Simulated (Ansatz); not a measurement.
# Te4O: the cost of one run

Method: DFT PBE, scalar-relativistic, plane waves, PAW, in Ansatz 0.2.0.

**1. Starting point**

The structure is cubic, space group P-43m (No. 215). Conventional cell: a = 5.438 Å, b = 5.438 Å, c = 5.438 Å, α = 90.00°, β = 90.00°, γ = 90.00°. Te (site symmetry 3m) is surrounded by 1 O at 2.35 Å. O (site symmetry -43m) is surrounded by 4 Te at 2.35 Å.

Coordinates:

```xyz
5
Lattice="5.4381 0.0000 0.0000 0.0000 5.4381 0.0000 0.0000 0.0000 5.4381" Properties=species:S:1:pos:R:3 pbc="T T T"
Te    1.3595    1.3595    1.3595
Te    4.0786    4.0786    1.3595
Te    1.3595    4.0786    4.0786
Te    4.0786    1.3595    4.0786
O     0.0000    0.0000    0.0000
```

A structure generator made this guess: species swapped into a database cell of SnI4 (P-43m, No. 215), with O on the Sn sites and Te on the I sites. Lengths come from tabulated atomic sizes and are only a guess.

**2. Probe: one point on a coarse mesh**

Contents of input.yaml:

```yaml
crystal:
  lattice:
    - [5.4381208, 0.0, 0.0]
    - [0.0, 5.4381208, 0.0]
    - [0.0, 0.0, 5.4381208]
  atoms:
    - { symbol: Te, position: [0.25, 0.25, 0.25] }
    - { symbol: Te, position: [0.75, 0.75, 0.25] }
    - { symbol: Te, position: [0.25, 0.75, 0.75] }
    - { symbol: Te, position: [0.75, 0.25, 0.75] }
    - { symbol: O, position: [0.0, 0.0, 0.0] }
basis:
  ecutwfc: 420
kpoints:
  mp_grid: { grid: [4, 4, 4] }
hamiltonian:
  xc: pbe
scf:
  occupations: { method: gaussian, width: 0.1 }
  lower_state_search: "off"
output:
  forces: true
  stress: true
  eigenvalues: true
```

The run is started by

```console
> ansatz run input.yaml --threads 1 --pin off --max-ram 2048MiB --backend cpu --events-out ev --progress --plain --runs-dir out
```

What time and memory should one allow on 1 thread of Arm Neoverse V1, shared host?

About 7.1 s, with a peak of 0.34 GiB.
